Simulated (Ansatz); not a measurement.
**UHF/STO-3G run of SiF3 (trifluorosilyl)**

Aim: the energy change on altering one bond length of SiF3 (trifluorosilyl) at UHF/STO-3G, from 2 runs. 

Program for the calculation: Ansatz 0.2.0.

9 further runs of the same task are left out: 7 that didn't finish, 2 set aside as unsound or not needed.

## (1) The system as given

SiF3: 4 atoms, total charge 0, spin state doublet. As SMILES, `F[Si](F)F`. The shape is that of a PBE0-D4/def2-TZVP optimisation.

Bond lengths: F1–Si2 1.581 Å, Si2–F3 1.581 Å, Si2–F4 1.581 Å. Angles: F1–Si2–F3 107.9°, F1–Si2–F4 107.9°, F3–Si2–F4 107.9°.

## (2) A single-point energy at UHF/STO-3G

The input, molecule.yaml:

```yaml
crystal:
  periodic: [false, false, false]
  atoms:
    - symbol: F
      position_ang: [0.784850, -0.507040, 1.151700]
    - symbol: Si
      position_ang: [-0.282750, 0.213060, 0.234280]
    - symbol: F
      position_ang: [-0.994260, -0.892250, -0.644340]
    - symbol: F
      position_ang: [0.492160, 1.186230, -0.741640]
basis:
  gaussian: {orbitals: STO-3G}
magnetization: {spin_polarized: true, initial_magnetization: 1}
hamiltonian: {xc: hf}
accuracy: high
```

Launch:

```bash
$ ansatz run molecule.yaml --threads 1 --pin off --max-ram 3480MiB --events-out events.jsonl --progress --plain --runs-dir runs
```

The program printed:

```text
Warning: RAYON_NUM_THREADS=1 ignored (pool sized by the plan → 1); use --threads N
Functional definition: HF
  name "HF"
  exchange = exact_x
  correlation = 0
460 factors; integrals over basis functions are off by at most 3.1e-8 eV
mean field evaluation 1: about -15771.9986 eV, gradient 1.8e1 eV
mean field evaluation 2: about -15772.0812 eV, gradient 1.8e1 eV
mean field evaluation 4: about -15775.1050 eV, gradient 1.2e0 eV
mean field evaluation 8: about -15775.1343 eV, gradient 1.1e-7 eV
mean field -15775.13431364 eV, -579.7254932562 hartree, gradient 2.1e-8 eV, S^2 0.757352; 0 other end points of the search recorded, 0 dependent functions left out
reference -15775.13431364 eV, -579.7254932562 hartree; 21, 20 occupied and 3, 4 virtual orbitals, 460 factors
Total energy: -15775.13431364 eV, -579.7254932562 hartree
```

Wall time 0.28 s (1 thread of Intel Xeon Platinum 8375C at 2.90GHz (Ice Lake), shared host).

## (3) The distorted shape

The input, molecule.yaml:

```yaml
basis:
  gaussian:
    orbitals: STO-3G
crystal:
  periodic: [false, false, false]
  atoms:
    - symbol: F
      position_ang: [1.051741, -0.687059, 1.381047]
    - symbol: Si
      position_ang: [-0.282750, 0.213060, 0.234280]
    - symbol: F
      position_ang: [-0.994260, -0.892250, -0.644340]
    - symbol: F
      position_ang: [0.492160, 1.186230, -0.741640]
magnetization:
  spin_polarized: true
  initial_magnetization: 1
hamiltonian:
  xc: hf
accuracy: high
```

Launch:

```bash
$ ansatz run molecule.yaml --threads 1 --pin off --max-ram 3480MiB --events-out events.jsonl --progress --plain --runs-dir runs
```

The program printed:

```text
Warning: RAYON_NUM_THREADS=1 ignored (pool sized by the plan → 1); use --threads N
Functional definition: HF
  name "HF"
  exchange = exact_x
  correlation = 0
449 factors; integrals over basis functions are off by at most 2.8e-8 eV
mean field evaluation 1: about -15768.3620 eV, gradient 2.0e1 eV
mean field evaluation 2: about -15768.4464 eV, gradient 2.1e1 eV
mean field evaluation 4: about -15773.5601 eV, gradient 2.3e0 eV
mean field evaluation 8: about -15773.8842 eV, gradient 2.2e-1 eV
mean field evaluation 16: about -15772.1520 eV, gradient 3.4e-1 eV
mean field -15773.88605351 eV, -579.6796205425 hartree, gradient 2.9e-8 eV, S^2 0.887179; 0 other end points of the search recorded, 0 dependent functions left out
reference -15773.88605351 eV, -579.6796205425 hartree; 21, 20 occupied and 3, 4 virtual orbitals, 449 factors
Total energy: -15773.88605351 eV, -579.6796205425 hartree
```

Run time: 0.32 s. Hardware: 1 thread of Intel Xeon Platinum 8375C at 2.90GHz (Ice Lake), shared host.

## (4) Outcome

Level: UHF/STO-3G.

| quantity | value |
| --- | --- |
| first shape: total energy | -579.72549 Eh |
| first shape: ⟨S²⟩ | 0.757 |
| distorted shape: total energy | -579.67962 Eh |
| distorted shape: ⟨S²⟩ | 0.887 |
| energy change with the F1–Si2 bond stretched from 1.581 to 1.976 Å | 1.248 eV |

**Reading.** With the F1–Si2 bond stretched from 1.581 to 1.976 Å the energy rises by 1.25 eV (120 kJ/mol). The first shape isn't relaxed at this level, so the change isn't measured from a minimum. The minimal basis adds a large error of its own. ⟨S²⟩ (distorted shape) is 0.89 where a pure doublet has 0.75: the reference is spin-contaminated.
